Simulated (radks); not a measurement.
# The first electron to leave Ar⁴⁺

Ar⁴⁺ stands in [Ne] 3s2 3p(1/2: 2, 3/2: 0). From which sub-shell is an electron easiest to take? Each removal is a run of its own. The parent's configuration is the lowest that an earlier search found at this level.

The numbers are computed with radks (a radial shooting solver on a logarithmic mesh, Libxc functionals) version 1 (Dirac Kohn-Sham, BLYP, spin-unpolarised, spherical densities, finite nucleus), except any that are marked as measured or tabulated.

## Step 1: Starting point

```
element            : argon (Z = 18)
charge             : +4
electrons          : 14
configuration      : [Ne] 3s2 3p(1/2: 2, 3/2: 0)
nuclear rms radius : 3.4274 fm
```

A shell typed twice in an input gives the lower j, then the higher j.

## Step 2: The parent, Ar⁴⁺

From an earlier run at this level the parent has E = -524.145921 hartree and these outer levels (eV):

```csv
level,occupation,energy (eV)
1s1/2,2,-3192.5
2s1/2,2,-364.77
2p1/2,2,-299.73
2p3/2,4,-297.47
3s1/2,2,-81.421
3p1/2,2,-65.541
3p3/2,0,-65.262
```

## Step 3: Remove 3p1/2: [Ne] 3s2 3p(1/2: 1, 3/2: 0)

Input:

```text
Z 18
configuration [Ne] 3s2 3p1 3p0
relativity Dirac
functional b88,lyp
spin unpolarised
j_filling energy
nucleus finite rms 3.4274 fm
c 137.035999084
```

## Step 4: Remove 3s1/2: [Ne] 3s1 3p(1/2: 2, 3/2: 0)

Changes since step 3:

```diff
@@ -1,3 +1,3 @@
 Z 18
-configuration [Ne] 3s2 3p1 3p0
+configuration [Ne] 3s1 3p2 3p0
 relativity Dirac
```

## Step 5: Remove 2p3/2: [He] 2s2 2p(1/2: 2, 3/2: 3) 3s2 3p(1/2: 2, 3/2: 0)

Changes since step 4:

```diff
@@ -1,3 +1,3 @@
 Z 18
-configuration [Ne] 3s1 3p2 3p0
+configuration [He] 2s2 2p2 2p3 3s2 3p2 3p0
 relativity Dirac
```

## Step 6: Remove 2p1/2: [He] 2s2 2p(1/2: 1, 3/2: 4) 3s2 3p(1/2: 2, 3/2: 0)

Changes since step 5:

```diff
@@ -1,3 +1,3 @@
 Z 18
-configuration [He] 2s2 2p2 2p3 3s2 3p2 3p0
+configuration [He] 2s2 2p1 2p4 3s2 3p2 3p0
 relativity Dirac
```

**Question.** What will these runs give? Wanted: for each run, case; final configuration; Δ-SCF; −ε of the level emptied.

As calculated:

```csv
case,final configuration,Δ-SCF (eV),−ε of the level emptied (eV)
remove 3p1/2,"[Ne] 3s2 3p(1/2: 1, 3/2: 0)",73.754,65.541
remove 3s1/2,"[Ne] 3s1 3p(1/2: 2, 3/2: 0)",90.040,81.421
remove 2p3/2,"[He] 2s2 2p(1/2: 2, 3/2: 3) 3s2 3p(1/2: 2, 3/2: 0)",322.80,297.47
remove 2p1/2,"[He] 2s2 2p(1/2: 1, 3/2: 4) 3s2 3p(1/2: 2, 3/2: 0)",325.20,299.73
```

**Reading.** The 3p1/2 electron leaves first, at 73.754 eV; the next cheapest, 3s1/2, costs 90.040 eV. 3p1/2 is also the highest occupied level of the parent. NIST lists 74.8 eV (semi-empirical), between the same two configurations. Spin polarisation and multiplet splitting are left out, so open shells lie too high by an amount that depends on their filling.
